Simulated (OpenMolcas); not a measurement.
**Mn: CASSCF and CASPT2 terms and fine-structure levels**

Aim: the low terms and levels of Mn, with their order and spacing, then second-order correlation under several settings.

Method: state-averaged CASSCF and CASPT2, spin-orbit coupling by RASSI with atomic mean-field integrals. Code: OpenMolcas 26.06.

### Step 1. The system

```
Species                           : Mn (manganese, Z = 25, 25 electrons)
Basis                             : ANO-R3 [8s5p5d3f2g1h], 98 functions
Scalar Hamiltonian                : X2C, finite nucleus
Inactive shells                   : 1s 2s 2p 3s 3p
Active space                      : 7 electrons in 5 orbitals (3d)
Some configurations of this space : 3d⁷
Orbitals                          : optimised for the ground-state spin in each parity, averaged over the low roots
```

Outer shells as boxes (Hund's rule):

3d7
```
3d [↑↓][↑↓][↑ ][↑ ][↑ ]
```

The work runs as a chain of OpenMolcas steps in one folder; each step below is one input file. Labels, J, g values, rates, χT and fits are worked out afterwards by a script from the matrices that RASSI stores.

### Step 2. Basis and integrals

Input file a.inp:

```
&GATEWAY
Coord
1

Mn 0.0 0.0 0.0
Basis=ANO-R3
Group=XYZ
NoMove
AngMom=0.0 0.0 0.0
AMFI
&SEWARD
```

Run with:

```console
$ OMP_NUM_THREADS=1 MOLCAS_MEM=2252 MOLCAS_PROJECT=a pymolcas a.inp > a.log
```

### Step 3. CASSCF: quartets of even parity, 10 roots

Input file a.inp:

```
&RASSCF
FileOrb=start.orb
Symmetry=1
Spin=4
nActEl=7 0 0
Inactive=3 6
Ras2=5 0
CIRoot=10 10 1
SDav=10
CIMx=300
Iter=120 100
PrWF=0.3
OrbListing=Nothing
MaxOrb=0
Atom
>>> COPY $Project.JobIph JOB001
```

start.orb holds the contracted functions of the basis, ordered by shell, or the orbitals of the step before.

### Step 4. Reference wave functions, doublets of even parity, 40 roots

Input file a.inp:

```
&RASSCF
FileOrb=start.orb
Symmetry=1
Spin=2
nActEl=7 0 0
Inactive=3 6
Ras2=5 0
CIRoot=40 40 1
SDav=40
CIMx=300
Iter=120 100
PrWF=0.3
OrbListing=Nothing
MaxOrb=0
Atom
CIOnly
>>> COPY $Project.JobIph JOB002
```

### Step 5. State interaction with spin-orbit coupling

Input file a.inp:

```
&RASSI
NrOfJobIphs=2 10 35
1 2 3 4 5 6 7 8 9 10
1 2 3 4 5 6 7 8 9 10 11 12 13 14 15 16 17 18 19 20 21 22 23 24 25 26 27
28 29 30 31 32 33 34 35
IphNames
JOB001
JOB002
EJob
SpinOrbit
DIPRint=1.0
SOCoupling=1000.0
Subsets=2
MEES
Property=10
'ANGMOM' 1 'ANGMOM' 2 'ANGMOM' 3 'MLTPL  1' 1 'MLTPL  1' 2 'MLTPL  1' 3
'AMFI' 1 'AMFI' 2 'AMFI' 3 'MLTPL  2' 6
SOProperty=3
'ANGMOM' 1 'ANGMOM' 2 'ANGMOM' 3
```

### Step 6. CASPT2: IPEA 0.5, sigma2 regulariser 0.3 (closed shells correlated: 3s 3p)

Input file a.inp:

```
>>> COPY JOB001 $Project.JobIph
&CASPT2
Multistate=10 1 2 3 4 5 6 7 8 9 10
NoMult
Frozen=2 3
IPEA=0.5
Sig2=0.3
MaxIter=60
WThr=0.0 0.3 0.05
PrWF=0.5
NoMix
>>> COPY JOB002 $Project.JobIph
&CASPT2
Multistate=35 1 2 3 4 5 6 7 8 9 10 11 12 13 14 15 16 17 18 19 20 21 22
23 24 25 26 27 28 29 30 31 32 33 34 35
NoMult
Frozen=2 3
IPEA=0.5
Sig2=0.3
MaxIter=60
WThr=0.0 0.3 0.05
PrWF=0.5
NoMix
```

### Step 7. CASPT2: IPEA 0.35, sigma2 regulariser 0.2 (closed shells correlated: 3s 3p)

Changes to a.inp since step 6:

```diff
@@ -3,6 +3,5 @@
 Multistate=10 1 2 3 4 5 6 7 8 9 10
-NoMult
 Frozen=2 3
-IPEA=0.5
-Sig2=0.3
+IPEA=0.35
+Sig2=0.2
 MaxIter=60
@@ -15,6 +14,5 @@
 23 24 25 26 27 28 29 30 31 32 33 34 35
-NoMult
 Frozen=2 3
-IPEA=0.5
-Sig2=0.3
+IPEA=0.35
+Sig2=0.2
 MaxIter=60
```

### Step 8. CASPT2: IPEA 0.1, imaginary shift 0.4 (closed shells correlated: 3s 3p)

Changes to a.inp since step 7:

```diff
@@ -4,4 +4,4 @@
 Frozen=2 3
-IPEA=0.35
-Sig2=0.2
+IPEA=0.1
+Imaginary=0.4
 MaxIter=60
@@ -15,4 +15,4 @@
 Frozen=2 3
-IPEA=0.35
-Sig2=0.2
+IPEA=0.1
+Imaginary=0.4
 MaxIter=60
```

(Steps that only read results are left out.)

Before running it: what results should come out? Wanted: lowest level; first excited level; lowest level of another term; spin-orbit lowering of the lowest level; strongest of the lines computed, by gA.

**Answer**, as computed:

| quantity | value |
| --- | --- |
| method | SS-CASPT2, IPEA 0.5, sigma2 regulariser 0.3 (closed shells correlated: 3s 3p) |
| lowest level | 3d⁷ ⁴F_9/2, 100 % of that term, g = 1.334 |
| ground level listed by NIST | 6S5/2 |
| first excited level | 3d⁷ ⁴F_7/2 at 366 cm⁻¹ |
| lowest level of another term | 3d⁷ ⁴P_5/2 at 9330 cm⁻¹ |
| spin-orbit lowering of the lowest level | 370 cm⁻¹ |
| strongest of the lines computed, by gA (one parity, so forbidden lines), at SS-CASPT2 energies | 3d⁷ ²D_5/2 → 3d⁷ ⁴F_7/2, 716.6 nm, A = 9.21e-02 s⁻¹ |

What each method costs and misses:

| method | time of its own steps | time with the reference | mean absolute difference from method B (cm-1) |
| --- | --- | --- | --- |
| A. CASSCF | 16 s | 16 s | 2600 |
| B. SS-CASPT2, IPEA 0.5, sigma2 regulariser 0.3, +3s 3p | 21 s | 37 s | 0 |
| C. SS-CASPT2, IPEA 0.35, sigma2 regulariser 0.2, +3s 3p | 26 s | 42 s | 370 |
| D. SS-CASPT2, IPEA 0.1, imaginary shift 0.4, +3s 3p | 23 s | 39 s | 1400 |

Times are of one thread on a shared host.

What this shows: The multiplet ⁴F is inverted; its intervals divided by the larger J differ by 7 % of their mean, where Landé's rule for pure LS coupling makes them equal. Second-order correlation (method B) scales the levels of the lowest configuration above 5000 cm⁻¹ by 0.73 to 0.85. Only the configurations of the active space and the roots asked for are present. The ground level that NIST lists is not among them. The doublets rest on orbitals optimised for another spin in at least one step, which raises them against the optimised states. Not all states of the active space went into the spin-orbit step. CASPT2 does not keep the components of a term degenerate, and the means are used. The free ion's ground configuration, as NIST lists it, lies outside this active space, so the lowest level here need not be the ground level. Levels of other configurations are missing from the list.
